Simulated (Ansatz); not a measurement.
Crystal: Hf2Pd2Se2Br2O3.

```xyz
11
Lattice="5.7607 0.0050 -0.0029 -0.5275 5.8466 0.0341 -1.4844 -0.9264 6.6459" Properties=species:S:1:pos:R:3 pbc="T T T"
Hf    3.5658    1.9949    2.3367
Hf    0.5362    2.1009    3.9624
Pd    3.9042   -0.0043    5.6409
Pd    0.4456    4.9498    2.4142
Se    2.0523    1.4944    6.2402
Se    2.4066    4.0824    3.5487
Br    4.1617    5.6554    1.0519
Br   -0.4152    4.0015    5.7576
O     4.5038    1.1491    3.9299
O     1.7546    1.0574    2.7229
O    -0.4225    3.0696    2.4575
```

The cell was built by a generator and needn't be a form met in nature.

Base run:

| Property | Result |
| --- | --- |
| Program | Ansatz 0.2.0 |
| Functional | BLYP |
| Potentials or basis | Ansatz PAW |
| Cutoff | 420 eV (not typed: the program's choice for these potentials) |
| k mesh | 5 × 5 × 4 |
| Occupations | fermi-dirac, width 0.05 eV |
| Spin | no spin polarisation |

Its results: band gap on the k mesh 0.24 eV, indirect (least direct gap 0.49 eV); pressure 4.2 GPa; largest force 0.261 eV/Å.

**Question.** The run is repeated on the same cell with these changes: functional from BLYP to PBE; potentials or basis from Ansatz PAW to Ansatz NC; cutoff from 420 eV (not typed: the program's choice for these potentials) to 1240 eV (not typed: the program's choice for these potentials). What comes out?

**Answer.** Band gap on the k mesh 0.21 eV, indirect (least direct gap 0.46 eV); pressure 0.0 GPa; largest force 0.017 eV/Å.

Caveats: spin-orbit coupling is left out, which moves the levels of the heavy elements; the PAW data sets come from PBE, with cores solved anew for the run's functional, which leaves a small shift of forces and pressure (some runs); odd divisions of the mesh miss points on the zone boundary, where band edges often lie, so the gap on the mesh can be too wide (some runs).
